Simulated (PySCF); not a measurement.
# F6SeSn2 ((F3Sn)2Se): the cost of one run

Computed with PySCF 2.14.0, with density-fitted response routines of our own, on a single molecule in the gas phase. Atoms count from 0, in the outputs and in this text.

## (1) Starting geometry

9 atoms, charge 0, multiplicity 1; geometry from: GFN2-xTB. The atoms were then displaced at random by about 0.03 Å, so the start is not that level's minimum.

Bonds of the start (Å): Sn0–F1 1.94, Sn0–F2 2.12, Sn0–F3 2.07, Sn0–Se4 2.59, Se4–Sn5 2.58, Sn5–F6 1.99, Sn5–F7 2.00, Sn5–F8 2.03.

## (2) Relaxing the molecule at PBE0-D3(BJ)/def2-SVP

The job: settings as JSON, then the geometry in Å.

```
{"job": {"xc": "PBE0", "basis": "def2-SVP", "d3": "d3bj", "grid": 1, "maxiter": 40, "shake": 0.03, "kind": "geom"}, "charge": 0, "multiplicity": 1}
Sn    -1.328250     0.079720     1.460560
F     -1.600090    -1.268070     2.831790
F     -2.898580     1.456800     1.808390
F      0.444130     1.086250     1.800530
Se    -1.346730    -0.630770    -1.026620
Sn     1.156150    -0.212310    -1.506940
F      1.969680     1.598700    -1.505150
F      1.303700    -0.784770    -3.418420
F      2.432740    -1.394980    -0.469790
```

Run with:

```sh
OMP_NUM_THREADS=1 python probes_run.py task.json out
```

One launch serves the whole session: the jobs run in the order shown.

**Question.** How long does this first job take on 1 thread of Arm Neoverse V2, shared host, and how much memory does it need?

About 8.4 min, with a peak of 0.85 GiB.
